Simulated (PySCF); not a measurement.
# Bi(CH3)2I: forces at shaken geometries

Aim: move all atoms of relaxed Bi(CH3)2I at random and read energies and forces. The structure is generated, not taken from experiment.

The runs use PySCF 2.14.0; BP86, Bi def2-SVP with ECP60, C def2-SVP, H def2-SVP, I def2-SVP with ECP28; scalar-relativistic core potentials, no spin–orbit coupling.

1 further run of the same task is left out (for a known fault of the program).

**1. Starting geometry**

10 atoms, charge 0, spin multiplicity 1.

Bond lengths: Bi1–C2 2.305 Å, Bi1–C6 2.305 Å, Bi1–I10 2.874 Å, C2–H3 1.106 Å, C2–H4 1.109 Å, C2–H5 1.107 Å, C6–H7 1.106 Å, C6–H8 1.107 Å, C6–H9 1.109 Å. Angles: C2–Bi1–C6 93.1°, C2–Bi1–I10 95.8°, C6–Bi1–I10 95.8°, Bi1–C2–H3 109.2°, Bi1–C2–H4 108.1°, Bi1–C2–H5 108.9°, H3–C2–H4 110.3°, H3–C2–H5 110.3°, H4–C2–H5 110.0°, Bi1–C6–H7 109.2°, Bi1–C6–H8 108.9°, Bi1–C6–H9 108.1°, H7–C6–H8 110.3°, H7–C6–H9 110.3°, H8–C6–H9 110.0°.

Geometry (Å):

```
Bi    0.42762    0.74051    0.82928
C     2.38873    0.78966   -0.38168
H     2.14936    0.87014   -1.45843
H     2.97617    1.67066   -0.05126
H     2.95674   -0.13972   -0.18358
C    -0.51007    2.46362   -0.38166
H    -0.32072    2.29653   -1.45842
H    -1.59893    2.49103   -0.18355
H    -0.04065    3.41277   -0.05124
I    -0.79561   -1.37776   -0.68009
```

Formal oxidation states: Bi +3. An earlier session relaxed this geometry at BP86, Bi def2-SVP with ECP60, C def2-SVP, H def2-SVP, I def2-SVP with ECP28 (singlet, point group Cs).

Its energy there is -592.422459 Eh.

**2. Atoms moved at random, σ = 0.1 Å**

run.py (the lines that set the calculation)

```python
mol = gto.M(atom='''
Bi     0.46956     0.64543     0.79217
C      2.33353     0.81213    -0.38540
H      2.04919     0.99672    -1.40600
H      2.89201     1.59988    -0.02275
H      2.93359    -0.05502    -0.27594
C     -0.39831     2.51407    -0.28312
H     -0.34083     2.16911    -1.41614
H     -1.74079     2.52830    -0.31881
H     -0.00587     3.35461     0.08025
I     -0.55944    -1.34778    -0.76490''',
    basis={'Bi': 'def2-SVP', 'C': 'def2-SVP', 'H': 'def2-SVP', 'I': 'def2-SVP'},
    ecp={'Bi': 'def2-SVP', 'I': 'def2-SVP'},
    charge=0, spin=0)
mf = dft.RKS(mol, xc='B88,P86')
mf.grids.atom_grid = (50, 194)
mf = mf.density_fit()  # fitting sets: Bi def2-universal-JKFIT, C def2-universal-JKFIT, H def2-universal-JKFIT, I def2-universal-JKFIT
mf.conv_tol = 1e-08; mf.max_cycle = 55
mf.kernel(dm0)  # dm0: the density of the relaxed state
```

Command:

```sh
> OMP_NUM_THREADS=2 python run.py
```

**3. Atoms moved at random, σ = 0.06 Å**

run.py (the lines that set the calculation)

```python
mol = gto.M(atom='''
Bi     0.47794     0.65497     0.84991
C      2.39960     0.85021    -0.46055
H      2.14912     0.81362    -1.45388
H      2.96321     1.70264     0.01757
H      2.95620    -0.09455    -0.23488
C     -0.53855     2.49318    -0.31354
H     -0.39037     2.28429    -1.40327
H     -1.52754     2.50050    -0.27339
H     -0.03136     3.44933    -0.11974
I     -0.82561    -1.43672    -0.60887''',
    basis={'Bi': 'def2-SVP', 'C': 'def2-SVP', 'H': 'def2-SVP', 'I': 'def2-SVP'},
    ecp={'Bi': 'def2-SVP', 'I': 'def2-SVP'},
    charge=0, spin=0)
mf = dft.RKS(mol, xc='B88,P86')
mf.grids.atom_grid = (50, 194)
mf = mf.density_fit()  # fitting sets: Bi def2-universal-JKFIT, C def2-universal-JKFIT, H def2-universal-JKFIT, I def2-universal-JKFIT
mf.conv_tol = 1e-08; mf.max_cycle = 55
mf.kernel(dm0)  # dm0: the density of the relaxed state
```

**4. Atoms moved at random, σ = 0.15 Å**

run.py (the lines that set the calculation)

```python
mol = gto.M(atom='''
Bi     0.61992     0.55994     0.52077
C      2.43758     0.76863    -0.15032
H      2.11967     0.76431    -1.40480
H      3.06325     1.70506    -0.03073
H      3.00798     0.08880    -0.15707
C     -0.51997     2.53428    -0.58275
H     -0.25439     2.14572    -1.40031
H     -1.64776     2.70777    -0.27894
H     -0.18208     3.39041     0.17621
I     -1.01156    -1.44747    -0.69271''',
    basis={'Bi': 'def2-SVP', 'C': 'def2-SVP', 'H': 'def2-SVP', 'I': 'def2-SVP'},
    ecp={'Bi': 'def2-SVP', 'I': 'def2-SVP'},
    charge=0, spin=0)
mf = dft.RKS(mol, xc='B88,P86')
mf.grids.atom_grid = (50, 194)
mf = mf.density_fit()  # fitting sets: Bi def2-universal-JKFIT, C def2-universal-JKFIT, H def2-universal-JKFIT, I def2-universal-JKFIT
mf.conv_tol = 1e-08; mf.max_cycle = 55
mf.kernel(dm0)  # dm0: the density of the relaxed state
```

What does the calculation give? Wanted: for each run, σ; energy rise; harmonic estimate −½ F·u; largest force component.

**Answer**, as computed:

| σ (Å) | energy rise (eV) | harmonic estimate −½ F·u (eV) | largest force component (eV/Å) |
| --- | --- | --- | --- |
| 0.1 | 1.496 | 1.439 | 6.39 |
| 0.06 | 0.676 | 0.686 | 5.37 |
| 0.15 | 5.038 | 5.030 | 11.52 |

Every displacement raises the energy. For a harmonic well the rise equals −½ F·u; the two differ by at most 4 % here (a move with σ = 0.1 Å), from anharmonicity, the grid and the small forces left at the relaxed point. The bases are small and lack diffuse functions. Spin–orbit coupling is left out.
